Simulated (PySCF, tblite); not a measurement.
# C6H11N3: geometry, infrared bands and NMR shifts

Wanted: the infrared bands and NMR shifts of C6H11N3 (`CCc1cnn(CC)n1`), by calculation.

Programs: tblite 0.8.0 and PySCF 2.14.0, with density-fitted response routines of our own. Each step states its level of theory. These are calculated values for one molecule in the gas phase, unless marked as measured. Atoms count from 0, in the outputs and in this text.

**1. Starting geometry**

20 atoms, charge 0, multiplicity 1; geometry from: force field or distance geometry start.

Bonds of the start (Å): C0–C1 1.54, C1–C2 1.47, C2–C3 1.42, C3–N4 1.34, N4–N5 1.35, N5–C6 1.44, C6–C7 1.52, N5–N8 1.36, N8–C2 1.34, C0–H9 1.10, C0–H10 1.08, C0–H11 1.10, C1–H12 1.09, C1–H13 1.10, C3–H14 1.08, C6–H15 1.09, C6–H16 1.09, C7–H17 1.10, C7–H18 1.10, C7–H19 1.09.

**2. Relaxing the molecule with GFN2-xTB**

What the job is given:

```
{"job": {"kind": "relax", "xc": "GFN2-xTB", "basis": "xTB"}, "charge": 0, "multiplicity": 1}
C      2.882100    -0.733400     0.773000
C      2.382000    -0.172800    -0.566400
C      1.008400     0.342000    -0.474300
C      0.555600     1.659100    -0.200900
N     -0.779300     1.698000    -0.210400
N     -1.089400     0.421000    -0.521900
C     -2.460600    -0.007600    -0.646300
C     -3.019000    -0.494400     0.683200
N     -0.058700    -0.446900    -0.687000
H      2.236900    -1.559000     1.118100
H      3.895500    -1.104500     0.676900
H      2.858700     0.038000     1.552900
H      3.056300     0.625200    -0.871700
H      2.449300    -0.964300    -1.321700
H      1.124700     2.551000     0.029500
H     -2.496200    -0.804800    -1.382900
H     -3.041800     0.839400    -1.019300
H     -2.451500    -1.353600     1.063700
H     -4.065000    -0.815200     0.560400
H     -2.993200     0.293600     1.442000
```

Run with:

```sh
$ OMP_NUM_THREADS=1 python probes_run.py task.json out
```

The driver reads the jobs from task.json and runs them one after another.

**Question.** This job is followed by: GFN2-xTB harmonic vibrations, gas phase; GIAO PBE0/pcSseg-1 NMR shielding, non-relativistic, gas phase. What will the session give for the following? strongest single infrared mode (GFN2-xTB); zero-point energy (GFN2-xTB); 13C shifts against TMS (PBE0/pcSseg-1); 1H shifts against TMS (PBE0/pcSseg-1, means over atoms taken as alike); 15N shifts against NH3 (PBE0/pcSseg-1); surface potential, 1st and 99th percentile.

The runs gave:

```
                                                              quantity                                     value
                             strongest single infrared mode (GFN2-xTB)                      3035 cm⁻¹, 51 km/mol
                                          zero-point energy (GFN2-xTB)                            106.0 kcal/mol
                                13C shifts against TMS (PBE0/pcSseg-1)  155.6, 137.1, 51.4, 23.8, 20.7, 19.5 ppm
1H shifts against TMS (PBE0/pcSseg-1, means over atoms taken as alike)          7.45, 4.44, 2.79, 1.44, 1.24 ppm
                                15N shifts against NH3 (PBE0/pcSseg-1)                   365.3, 357.0, 280.2 ppm
                                 surface potential, 1st and 99th percentile                        -1.52 V and 0.90 V
```

The optimisation took 34 steps and gained 0.195 eV; among the close pairs (by a distance rule), N5–N8 changed most, from 1.358 to 1.311 Å. All 54 modes are real, so the xTB geometry is a minimum. The strongest single mode, at 3035 cm⁻¹, moves mainly H10. Unscaled tight-binding wavenumbers are off by several per cent, some by more. Its intensities can rank the bands wrongly. At PBE0/pcSseg-1: Shielding is most anisotropic at N4 (span 489 ppm, paramagnetic term -425 ppm). NICS(1)zz of -32 ppm above the planar ring from C2 marks a diatropic (aromatic) ring current.
